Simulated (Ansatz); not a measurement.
# C2H11BSSi2: shift of H13 from C4 to S6

How high is the barrier for the shift of H13 from C4 to S6? Relax the two ends, then run a nudged elastic band between them. SMILES of the start: B[SiH]([SiH3])C(C)S.

Program: Ansatz 0.2.0. Level of theory: RKS PBE0-D4/6-31G*. These are calculated values, not measurements.

## Step 1: Starting point

Bond lengths (14 of 16 bonds, heavy atoms first): B1–Si2 1.945 Å, Si2–Si3 2.210 Å, Si2–C4 1.841 Å, C4–C5 1.519 Å, C4–S6 1.819 Å, B1–H7 1.215 Å, B1–H8 1.131 Å, Si2–H9 1.491 Å, Si3–H10 1.507 Å, Si3–H11 1.485 Å, Si3–H12 1.458 Å, C4–H13 1.219 Å, C5–H14 1.096 Å, C5–H15 1.095 Å. Angles (14 of 28 angles, heavy atoms first): B1–Si2–Si3 108.0°, B1–Si2–C4 113.5°, Si3–Si2–C4 108.8°, Si2–C4–C5 114.0°, Si2–C4–S6 112.1°, C5–C4–S6 111.2°, B1–Si2–H9 109.1°, Si3–Si2–H9 108.3°, C4–Si2–H9 109.1°, Si2–B1–H7 116.4°, Si2–B1–H8 122.4°, Si2–Si3–H10 110.0°, Si2–Si3–H11 109.6°, Si2–Si3–H12 112.2°.

The coordinates stand in the first input below.

## Step 2: End point A

input.yaml

```yaml
crystal:
  periodic: [false, false, false]
  atoms:
    - { symbol: B, position_ang: [-0.1479, -1.9632, -1.3173] }
    - { symbol: Si, position_ang: [0.0967, -0.9025, 0.2948] }
    - { symbol: Si, position_ang: [2.1598, -0.1097, 0.2833] }
    - { symbol: C, position_ang: [-1.0787, 0.5074, 0.4305] }
    - { symbol: C, position_ang: [-0.9854, 1.5026, -0.7132] }
    - { symbol: S, position_ang: [-0.9622, 1.3445, 2.0408] }
    - { symbol: H, position_ang: [-1.037, -1.6101, -2.0656] }
    - { symbol: H, position_ang: [0.5304, -2.8285, -1.5825] }
    - { symbol: H, position_ang: [-0.0597, -1.784, 1.4876] }
    - { symbol: H, position_ang: [2.4191, 0.6698, 1.5467] }
    - { symbol: H, position_ang: [3.127, -1.2364, 0.2661] }
    - { symbol: H, position_ang: [2.4087, 0.7582, -0.861] }
    - { symbol: H, position_ang: [-2.2206, 0.0848, 0.3632] }
    - { symbol: H, position_ang: [-0.0118, 1.9998, -0.6357] }
    - { symbol: H, position_ang: [-1.1135, 0.999, -1.6774] }
    - { symbol: H, position_ang: [-1.7552, 2.3352, -0.5876] }
    - { symbol: H, position_ang: [-1.3887, 0.2327, 2.7674] }
basis:
  gaussian: { orbitals: "6-31G*" }
hamiltonian:
  xc: pbe0
  dispersion: d4
relax:
  f_tol: 0.02
  max_steps: 50
output:
  orbitals: {}
```

On the command line:

```sh
ansatz run input.yaml --threads 2 --pin off --max-ram 3072MiB --backend cpu --events-out ev --progress --plain --runs-dir out
```

Output, shortened:

```text
Warning: RAYON_NUM_THREADS=2 ignored (pool sized by the plan → 2); use --threads N
[...]
Functional definition: PBE0
[...]
1399 factors; integrals over basis functions are off by at most 6.0e-4 eV
[...]
mean field -29502.86390543 eV, -1084.2102507650 hartree, gradient 5.7e-5 eV, S^2 0.000000; 0 other end points of the search recorded, 0 dependent functions left out
[...]
reference -29502.86393649 eV, -1084.2102519066 hartree; 36, 36 occupied and 88, 88 virtual orbitals, 1399 factors
relax step   1: F+E_penalty+E_count = -29503.29931727 eV  Δ(F+E_penalty+E_count) = +0.000e0 eV  max|allowed force component| = 4.131e0 eV/Å  Δτ_max = 0.0000 Å  (26 SCF iters, accepted)
[...]
relax step   5: F+E_penalty+E_count = -29503.95270487 eV  Δ(F+E_penalty+E_count) = -9.199e-3 eV  max|allowed force component| = 7.957e-2 eV/Å  Δτ_max = 0.1834 Å  (28 SCF iters, accepted)
[...]
relax step   9: F+E_penalty+E_count = -29503.95330078 eV  Δ(F+E_penalty+E_count) = +4.456e-3 eV  max|allowed force component| = 2.779e-1 eV/Å  Δτ_max = 0.0684 Å  (29 SCF iters, rejected (line search))
[...]
relax step  13: F+E_penalty+E_count = -29503.95951998 eV  Δ(F+E_penalty+E_count) = -4.190e-4 eV  max|allowed force component| = 2.289e-2 eV/Å  Δτ_max = 0.0199 Å  (24 SCF iters, accepted)
[...]
relax step  15: F+E_penalty+E_count = -29503.96033959 eV  Δ(F+E_penalty+E_count) = -5.166e-4 eV  max|allowed force component| = 5.791e-2 eV/Å  Δτ_max = 0.0837 Å  (29 SCF iters, accepted)
[...]
relax step  16: F+E_penalty+E_count = -29503.96083605 eV  Δ(F+E_penalty+E_count) = -4.965e-4 eV  max|allowed force component| = 5.915e-2 eV/Å  Δτ_max = 0.0241 Å  (24 SCF iters, accepted)
[...]
```

## Step 3: The output, continued: end point A relaxed

Output, continued:

```text
1399 factors; integrals over basis functions are off by at most 6.4e-4 eV
mean field -29503.53795442 eV, -1084.2350216086 hartree, gradient 9.9e-6 eV, S^2 0.000000; 0 other end points of the search recorded, 0 dependent functions left out
the calculation of the forces begins
reference -29503.53798578 eV, -1084.2350227611 hartree; 36, 36 occupied and 88, 88 virtual orbitals, 1399 factors
relax step  17: F+E_penalty+E_count = -29503.96173916 eV  Δ(F+E_penalty+E_count) = -9.031e-4 eV  max|allowed force component| = 1.350e-1 eV/Å  Δτ_max = 0.1499 Å  (28 SCF iters, accepted)
these checks for a lower state are left out or cut short: starts, cluster_reference, orbital_swaps, neighbouring_geometries, increment
1399 factors; integrals over basis functions are off by at most 6.3e-4 eV
mean field evaluation 128: about -29503.5390 eV, gradient 9.6e-6 eV
mean field -29503.53899244 eV, -1084.2350597550 hartree, gradient 9.4e-6 eV, S^2 0.000000; 0 other end points of the search recorded, 0 dependent functions left out
the calculation of the forces begins
reference -29503.53902381 eV, -1084.2350609079 hartree; 36, 36 occupied and 88, 88 virtual orbitals, 1399 factors
relax step  18: F+E_penalty+E_count = -29503.96257273 eV  Δ(F+E_penalty+E_count) = -8.336e-4 eV  max|allowed force component| = 9.707e-2 eV/Å  Δτ_max = 0.0214 Å  (24 SCF iters, accepted)
these checks for a lower state are left out or cut short: starts, cluster_reference, orbital_swaps, neighbouring_geometries, increment
1399 factors; integrals over basis functions are off by at most 6.3e-4 eV
mean field -29503.54055080 eV, -1084.2351170239 hartree, gradient 7.4e-6 eV, S^2 0.000000; 0 other end points of the search recorded, 0 dependent functions left out
the calculation of the forces begins
reference -29503.54058217 eV, -1084.2351181765 hartree; 36, 36 occupied and 88, 88 virtual orbitals, 1399 factors
relax step  19: F+E_penalty+E_count = -29503.96464371 eV  Δ(F+E_penalty+E_count) = -2.071e-3 eV  max|allowed force component| = 3.131e-2 eV/Å  Δτ_max = 0.0540 Å  (29 SCF iters, accepted)
these checks for a lower state are left out or cut short: starts, cluster_reference, orbital_swaps, neighbouring_geometries, increment
1399 factors; integrals over basis functions are off by at most 6.4e-4 eV
mean field -29503.54116062 eV, -1084.2351394342 hartree, gradient 7.5e-6 eV, S^2 0.000000; 0 other end points of the search recorded, 0 dependent functions left out
the calculation of the forces begins
reference -29503.54119199 eV, -1084.2351405872 hartree; 36, 36 occupied and 88, 88 virtual orbitals, 1399 factors
relax step  20: F+E_penalty+E_count = -29503.96570374 eV  Δ(F+E_penalty+E_count) = -1.060e-3 eV  max|allowed force component| = 3.120e-2 eV/Å  Δτ_max = 0.0859 Å  (29 SCF iters, accepted)
these checks for a lower state are left out or cut short: starts, cluster_reference, orbital_swaps, neighbouring_geometries, increment
1399 factors; integrals over basis functions are off by at most 7.2e-4 eV
mean field -29503.53761669 eV, -1084.2350091972 hartree, gradient 1.3e-5 eV, S^2 0.000000; 0 other end points of the search recorded, 0 dependent functions left out
the calculation of the forces begins
reference -29503.53764802 eV, -1084.2350103486 hartree; 36, 36 occupied and 88, 88 virtual orbitals, 1399 factors
relax step  21: F+E_penalty+E_count = -29503.96304565 eV  Δ(F+E_penalty+E_count) = +2.658e-3 eV  max|allowed force component| = 2.215e-1 eV/Å  Δτ_max = 0.1953 Å  (28 SCF iters, rejected (line search))
these checks for a lower state are left out or cut short: starts, cluster_reference, orbital_swaps, neighbouring_geometries, increment
1399 factors; integrals over basis functions are off by at most 6.4e-4 eV
mean field -29503.51219499 eV, -1084.2340749670 hartree, gradient 9.1e-6 eV, S^2 0.000000; 0 other end points of the search recorded, 0 dependent functions left out
the calculation of the forces begins
reference -29503.51222639 eV, -1084.2340761209 hartree; 36, 36 occupied and 88, 88 virtual orbitals, 1399 factors
relax step  22: F+E_penalty+E_count = -29503.93649598 eV  Δ(F+E_penalty+E_count) = +2.921e-2 eV  max|allowed force component| = 7.237e-1 eV/Å  Δτ_max = 0.0297 Å  (30 SCF iters, rejected (line search))
these checks for a lower state are left out or cut short: starts, cluster_reference, orbital_swaps, neighbouring_geometries, increment
1399 factors; integrals over basis functions are off by at most 6.5e-4 eV
mean field evaluation 160: about -29503.5415 eV, gradient 4.9e-4 eV
mean field -29503.54146742 eV, -1084.2351507089 hartree, gradient 1.6e-5 eV, S^2 0.000000; 0 other end points of the search recorded, 0 dependent functions left out
the calculation of the forces begins
reference -29503.54149879 eV, -1084.2351518620 hartree; 36, 36 occupied and 88, 88 virtual orbitals, 1399 factors
relax step  23: F+E_penalty+E_count = -29503.96604364 eV  Δ(F+E_penalty+E_count) = -3.399e-4 eV  max|allowed force component| = 1.190e-2 eV/Å  Δτ_max = 0.0143 Å  (24 SCF iters, accepted)
these checks for a lower state are left out or cut short: starts, cluster_reference, orbital_swaps, neighbouring_geometries, increment
1399 factors; integrals over basis functions are off by at most 6.8e-4 eV
mean field -29503.54174553 eV, -1084.2351609293 hartree, gradient 8.4e-6 eV, S^2 0.000000; 0 other end points of the search recorded, 0 dependent functions left out
the calculation of the forces begins
reference -29503.54177689 eV, -1084.2351620817 hartree; 36, 36 occupied and 88, 88 virtual orbitals, 1399 factors
relax step  24: F+E_penalty+E_count = -29503.96701009 eV  Δ(F+E_penalty+E_count) = -9.664e-4 eV  max|allowed force component| = 2.376e-2 eV/Å  Δτ_max = 0.0986 Å  (29 SCF iters, accepted)
these checks for a lower state are left out or cut short: starts, cluster_reference, orbital_swaps, neighbouring_geometries, increment
1399 factors; integrals over basis functions are off by at most 7.2e-4 eV
mean field -29503.54008435 eV, -1084.2350998821 hartree, gradient 8.3e-6 eV, S^2 0.000000; 0 other end points of the search recorded, 0 dependent functions left out
the calculation of the forces begins
reference -29503.54011562 eV, -1084.2351010313 hartree; 36, 36 occupied and 88, 88 virtual orbitals, 1399 factors
relax step  25: F+E_penalty+E_count = -29503.96621091 eV  Δ(F+E_penalty+E_count) = +7.992e-4 eV  max|allowed force component| = 1.130e-1 eV/Å  Δτ_max = 0.1192 Å  (29 SCF iters, rejected (line search))
these checks for a lower state are left out or cut short: starts, cluster_reference, orbital_swaps, neighbouring_geometries, increment
1399 factors; integrals over basis functions are off by at most 7.0e-4 eV
mean field -29503.54172696 eV, -1084.2351602468 hartree, gradient 7.4e-6 eV, S^2 0.000000; 0 other end points of the search recorded, 0 dependent functions left out
the calculation of the forces begins
reference -29503.54175827 eV, -1084.2351613977 hartree; 36, 36 occupied and 88, 88 virtual orbitals, 1399 factors
relax step  26: F+E_penalty+E_count = -29503.96745069 eV  Δ(F+E_penalty+E_count) = -4.406e-4 eV  max|allowed force component| = 3.642e-2 eV/Å  Δτ_max = 0.0583 Å  (29 SCF iters, accepted)
these checks for a lower state are left out or cut short: starts, cluster_reference, orbital_swaps, neighbouring_geometries, increment
1399 factors; integrals over basis functions are off by at most 7.1e-4 eV
mean field -29503.54150071 eV, -1084.2351519322 hartree, gradient 7.4e-6 eV, S^2 0.000000; 0 other end points of the search recorded, 0 dependent functions left out
the calculation of the forces begins
reference -29503.54153199 eV, -1084.2351530818 hartree; 36, 36 occupied and 88, 88 virtual orbitals, 1399 factors
relax step  27: F+E_penalty+E_count = -29503.96762556 eV  Δ(F+E_penalty+E_count) = -1.749e-4 eV  max|allowed force component| = 2.889e-2 eV/Å  Δτ_max = 0.0416 Å  (29 SCF iters, accepted)
these checks for a lower state are left out or cut short: starts, cluster_reference, orbital_swaps, neighbouring_geometries, increment
1399 factors; integrals over basis functions are off by at most 7.1e-4 eV
mean field evaluation 192: about -29503.5153 eV, gradient 3.2e-1 eV
mean field -29503.54147541 eV, -1084.2351510027 hartree, gradient 1.0e-5 eV, S^2 0.000000; 0 other end points of the search recorded, 0 dependent functions left out
the calculation of the forces begins
reference -29503.54150668 eV, -1084.2351521516 hartree; 36, 36 occupied and 88, 88 virtual orbitals, 1399 factors
relax step  28: F+E_penalty+E_count = -29503.96772059 eV  Δ(F+E_penalty+E_count) = -9.503e-5 eV  max|allowed force component| = 1.599e-2 eV/Å  Δτ_max = 0.0135 Å  (24 SCF iters, accepted)
1399 factors; integrals over basis functions are off by at most 7.1e-4 eV
mean field -29503.54147541 eV, -1084.2351510027 hartree, gradient 1.0e-5 eV, S^2 0.000000; 1 other end points of the search recorded, 0 dependent functions left out
the calculation of the forces begins
reference -29503.54150668 eV, -1084.2351521516 hartree; 36, 36 occupied and 88, 88 virtual orbitals, 1399 factors
Total energy: -29503.96775185 eV, -1084.2508163728 hartree
Atom 0 at    -0.099874    -1.991706    -1.397684 Å, force     0.010330    -0.001201    -0.004571 eV/Å
Atom 1 at    -0.027833    -0.943023     0.306152 Å, force    -0.004091     0.003320     0.009205 eV/Å
Atom 2 at     2.177830    -0.119735     0.439231 Å, force     0.014166     0.005990    -0.006194 eV/Å
Atom 3 at    -1.227187     0.534949     0.435010 Å, force    -0.006056     0.006506     0.009353 eV/Å
Atom 4 at    -1.141743     1.462910    -0.774113 Å, force     0.010076    -0.004838     0.001359 eV/Å
Atom 5 at    -0.843701     1.534574     1.927289 Å, force    -0.001812    -0.014685    -0.003584 eV/Å
Atom 6 at    -0.511518    -1.528529    -2.424363 Å, force    -0.000682     0.000646    -0.000304 eV/Å
Atom 7 at     0.360861    -3.097378    -1.441987 Å, force    -0.004785    -0.000654     0.001477 eV/Å
Atom 8 at    -0.229367    -1.811265     1.509706 Å, force    -0.001925    -0.000105    -0.000188 eV/Å
Atom 9 at     2.587603     0.099523     1.854227 Å, force    -0.006357    -0.003537    -0.015987 eV/Å
Atom 10 at     3.128116    -1.096736    -0.172571 Å, force    -0.006766     0.012003     0.006482 eV/Å
Atom 11 at     2.298485     1.163602    -0.310838 Å, force     0.000381    -0.015100     0.009015 eV/Å
Atom 12 at    -2.256489     0.167499     0.527233 Å, force     0.009006     0.002894    -0.001726 eV/Å
Atom 13 at    -0.132122     1.870487    -0.897045 Å, force    -0.009121    -0.001713     0.001274 eV/Å
Atom 14 at    -1.399826     0.918184    -1.688581 Å, force    -0.001653     0.003101     0.003226 eV/Å
Atom 15 at    -1.835155     2.306474    -0.676760 Å, force    -0.000172    -0.000010    -0.001960 eV/Å
Atom 16 at    -0.867080     0.529771     2.825194 Å, force    -0.000539     0.007381    -0.006878 eV/Å
Dipole moment:    -0.187106    -0.219247    -0.161956 e Å
```

Wall time 2.3 min (2 threads of Arm Neoverse V2, shared host); peak memory 0.34 GiB.

Relaxation path:

```tsv
step	energy from step 1 (eV)	largest force component (eV/Å)
1	0.0000	4.1306
2	-0.5768	1.1574
3	-0.5912	0.7828
4	-0.6442	0.1582
5	-0.6534	0.0796
6	-0.6571	0.0312
7	-0.6581	0.0841
8	-0.6584	0.0600
9x	-0.6540	0.2779
10	-0.6596	0.0177
11	-0.6598	0.0388
12x	-0.6594	0.0934
13	-0.6602	0.0229
14	-0.6605	0.0346
15	-0.6610	0.0579
16	-0.6615	0.0591
17	-0.6624	0.1350
18	-0.6633	0.0971
19	-0.6653	0.0313
20	-0.6664	0.0312
21x	-0.6637	0.2215
22x	-0.6372	0.7237
23	-0.6667	0.0119
24	-0.6677	0.0238
25x	-0.6669	0.1130
26	-0.6681	0.0364
27	-0.6683	0.0289
28	-0.6684	0.0160
```

Step 1 is the start. 5 steps were tried and not accepted (marked x).

After: Bond lengths (14 of 16 bonds, heavy atoms first): B1–Si2 2.002 Å, Si2–Si3 2.358 Å, Si2–C4 1.908 Å, C4–C5 1.527 Å, C4–S6 1.837 Å, B1–H7 1.199 Å, B1–H8 1.199 Å, Si2–H9 1.498 Å, Si3–H10 1.489 Å, Si3–H11 1.494 Å, Si3–H12 1.491 Å, C4–H13 1.097 Å, C5–H14 1.096 Å, C5–H15 1.095 Å. Angles (14 of 28 angles, heavy atoms first): B1–Si2–Si3 105.3°, B1–Si2–C4 116.1°, Si3–Si2–C4 108.3°, Si2–C4–C5 112.5°, Si2–C4–S6 110.2°, C5–C4–S6 107.5°, B1–Si2–H9 112.1°, Si3–Si2–H9 106.4°, C4–Si2–H9 108.1°, Si2–B1–H7 122.6°, Si2–B1–H8 120.1°, Si2–Si3–H10 111.2°, Si2–Si3–H11 110.1°, Si2–Si3–H12 110.3°.

## Step 4: End point B

The second end starts from a geometry with the move made by hand.

input.yaml: that of step 2 with these lines changed.

```diff
@@ -15,3 +15,3 @@
     - { symbol: H, position_ang: [2.4087, 0.7582, -0.861] }
-    - { symbol: H, position_ang: [-2.2206, 0.0848, 0.3632] }
+    - { symbol: H, position_ang: [-0.93207, 2.71556, 1.88687] }
     - { symbol: H, position_ang: [-0.0118, 1.9998, -0.6357] }
@@ -28,3 +28 @@
   max_steps: 50
-output:
-  orbitals: {}
```

On the command line:

```sh
ansatz run input.yaml --threads 2 --pin off --max-ram 3072MiB --backend cpu --events-out ev --progress --plain --runs-dir out
```

Output, shortened:

```text
Warning: RAYON_NUM_THREADS=2 ignored (pool sized by the plan → 2); use --threads N
[...]
Functional definition: PBE0
[...]
1400 factors; integrals over basis functions are off by at most 7.1e-4 eV
[...]
mean field -29497.51152902 eV, -1084.0135545600 hartree, gradient 2.3e-5 eV, S^2 0.000000; 0 other end points of the search recorded, 0 dependent functions left out
[...]
relax step  13: F+E_penalty+E_count = -29501.24981378 eV  Δ(F+E_penalty+E_count) = -2.742e-2 eV  max|allowed force component| = 4.999e-1 eV/Å  Δτ_max = 0.1997 Å  (30 SCF iters, accepted)
[...]
1400 factors; integrals over basis functions are off by at most 6.7e-4 eV
mean field -29500.88911088 eV, -1084.1376784038 hartree, gradient 1.1e-5 eV, S^2 0.000000; 0 other end points of the search recorded, 0 dependent functions left out
[...]
reference -29500.88914496 eV, -1084.1376796564 hartree; 36, 36 occupied and 88, 88 virtual orbitals, 1400 factors
```

(Part 1 of 3 ends here.)
